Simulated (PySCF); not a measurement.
# CH5AsSi (SMILES C1[SiH2][AsH]1): levels of theory compared

Wanted: a comparison of 6 runs (HF/3-21G, B2PLYP/def2-SVP, B3LYP/def2-SVP, M06-L/def2-SVP, PBE0/def2-SVP, r2SCAN/def2-SVP) of CH5AsSi. The job is set up through a Python script.

The results are computed with PySCF 2.14.0.

1 further run of the same task is left out (set aside as unsound or not needed).

### 1 The system as given

CH5AsSi has 8 atoms, charge 0, and is taken as a singlet. As SMILES, `C1[SiH2][AsH]1`. The shape is that of a PBE0-D4/def2-TZVP optimisation.

Bond lengths: C1–Si2 1.843 Å, C1–As3 2.046 Å, Si2–As3 2.317 Å, C1–H4 1.084 Å, C1–H5 1.086 Å, Si2–H6 1.480 Å, Si2–H7 1.479 Å, As3–H8 1.526 Å. Some angles: C1–Si2–As3 57.6°, Si2–C1–As3 72.9°, C1–As3–Si2 49.5°, C1–Si2–H6 117.5°, C1–Si2–H7 118.2°, As3–Si2–H6 118.8°, As3–Si2–H7 119.8°, Si2–C1–H4 121.0°, Si2–C1–H5 118.1°, As3–C1–H4 114.8°.

### 2 The energy at HF/3-21G (run 1)

job.py reads:

```python
from pyscf import gto

mol = gto.Mole()
mol.atom = '''
C   -0.770300   0.017900  -0.576000
Si   0.707800   0.663100   0.315700
As  -0.538100  -1.122700   1.107200
H   -0.667200  -0.524000  -1.509300
H   -1.690700   0.591800  -0.522300
H    0.581300   1.973900   0.990500
H    2.040800   0.422300  -0.277100
H    0.428400  -2.079400   0.415600
'''
mol.max_memory = 1860
mol.charge = 0
mol.verbose = 3
mol.basis = '3-21g'
mol.spin = 0
mol.build()

myscf = mol.RHF()
myscf.conv_tol = 1e-10
myscf.kernel()
if not myscf.converged:
    myscf = myscf.newton().run(myscf.mo_coeff, myscf.mo_occ)

energy = myscf.e_tot
print('E = %.10f Eh' % energy)
```

The run is started by

```sh
$ OMP_NUM_THREADS=1 python job.py
```

Standard output:

```text
converged SCF energy = -2551.33792200195
E = -2551.3379220019 Eh
```

Run time: 1.1 s. Hardware: 1 thread of Intel Xeon at 2.70GHz, shared host; peak memory 0.12 GiB.

### 3 A single-point energy at B2PLYP/def2-SVP (run 2)

run.py reads:

```python
# C1[SiH2][AsH]1
from pyscf import gto, dft, mp

molecule = gto.Mole()
molecule.atom = [
    ('C', (-0.770300, 0.017900, -0.576000)),
    ('Si', (0.707800, 0.663100, 0.315700)),
    ('As', (-0.538100, -1.122700, 1.107200)),
    ('H', (-0.667200, -0.524000, -1.509300)),
    ('H', (-1.690700, 0.591800, -0.522300)),
    ('H', (0.581300, 1.973900, 0.990500)),
    ('H', (2.040800, 0.422300, -0.277100)),
    ('H', (0.428400, -2.079400, 0.415600)),
]
molecule.charge = 0
molecule.verbose = 3
molecule.basis = 'def2-svp'
molecule.max_memory = 1860
molecule.build()

mf = dft.RKS(molecule, xc='0.53*HF + 0.47*B88, 0.73*LYP')
mf.conv_tol = 1e-10
mf.grids.level = 5
mf.kernel()
if not mf.converged:
    mf = mf.newton().run(mf.mo_coeff, mf.mo_occ)

pt = mp.MP2(mf, frozen=15).run()
etot = mf.e_tot + 0.27 * pt.e_corr
print('PT2 part  %.8f' % (0.27 * pt.e_corr))
print('Final energy', etot)
```

The run is started by

```sh
$ OMP_NUM_THREADS=1 python run.py
```

Standard output:

```text
converged SCF energy = -2565.3327748238
E(RMP2) = -2565.91713248875  E_corr = -0.584357664953622
E(SCS-RMP2) = -2565.90361878291  E_corr = -0.570843959107368
PT2 part  -0.15777657
Final energy -2565.4905513933363
```

Wall time 17 s (1 thread of Intel Xeon at 2.70GHz, shared host); peak memory 0.46 GiB.

Runs 3 to 5 aren't shown in full; the table further down has their settings and results.

### 4 A single-point energy at r2SCAN/def2-SVP (run 6)

start.xyz reads:

```xyz
8
CH5AsSi
C     -0.770300     0.017900    -0.576000
Si     0.707800     0.663100     0.315700
As    -0.538100    -1.122700     1.107200
H     -0.667200    -0.524000    -1.509300
H     -1.690700     0.591800    -0.522300
H      0.581300     1.973900     0.990500
H      2.040800     0.422300    -0.277100
H      0.428400    -2.079400     0.415600
```

calc.py reads:

```python
from pyscf import gto, dft

system = gto.M(
    atom='start.xyz',
    basis='def2-svp',
    verbose=3,
    max_memory=1860,
)

mf = dft.RKS(system, xc='r2scan')
mf.grids.level = 5
mf.conv_tol = 1e-10
mf.kernel()
if not mf.converged:
    mf = mf.newton().run(mf.mo_coeff, mf.mo_occ)

energy = mf.e_tot
print(f'total energy: {energy:.8f} hartree')
```

The run is started by

```sh
$ OMP_NUM_THREADS=1 python calc.py
```

Standard output:

```text
converged SCF energy = -2566.00305472425
total energy: -2566.00305472 hartree
```

Wall time 36 s (1 thread of Intel Xeon at 2.70GHz, shared host); peak memory 0.47 GiB.

### 5 The series

```csv
run,level,frozen core orbitals,integration grid,energy (Eh),dipole moment (D),HOMO energy (eV),LUMO energy (eV),wall time
1,HF/3-21G,–,–,-2551.337922,1.18,-9.02,2.87,1.1 s
2,B2PLYP/def2-SVP,15,5,-2565.490551,1.05,-7.63,1.13,17 s
3,B3LYP/def2-SVP,–,5,-2566.119607,0.89,-6.64,-0.27,21 s
4,M06-L/def2-SVP,–,5,-2565.989303,0.82,-5.99,-0.64,36 s
5,PBE0/def2-SVP,–,5,-2565.615047,0.99,-6.90,-0.12,20 s
6,r2SCAN/def2-SVP,–,5,-2566.003055,1.02,-6.15,-0.76,36 s
```

### 6 Summary of results

| quantity | value |
| --- | --- |
| run 6: total energy | -2566.00305 Eh |
| run 6: dipole moment | 1.02 D |
| run 6: HOMO energy | -6.15 eV |
| run 6: LUMO energy | -0.76 eV |
| run 6: HOMO–LUMO gap | 5.39 eV |

What this shows: The dipole moment (its size) runs from 0.82 D (M06-L/def2-SVP) to 1.18 D (HF/3-21G). The two ends differ in method and basis. The HOMO–LUMO gap runs from 5.36 eV (M06-L/def2-SVP) to 11.88 eV (HF/3-21G). Totals of different functionals can't be ranked against each other. All runs together took 2.2 min, the longest 36 s.
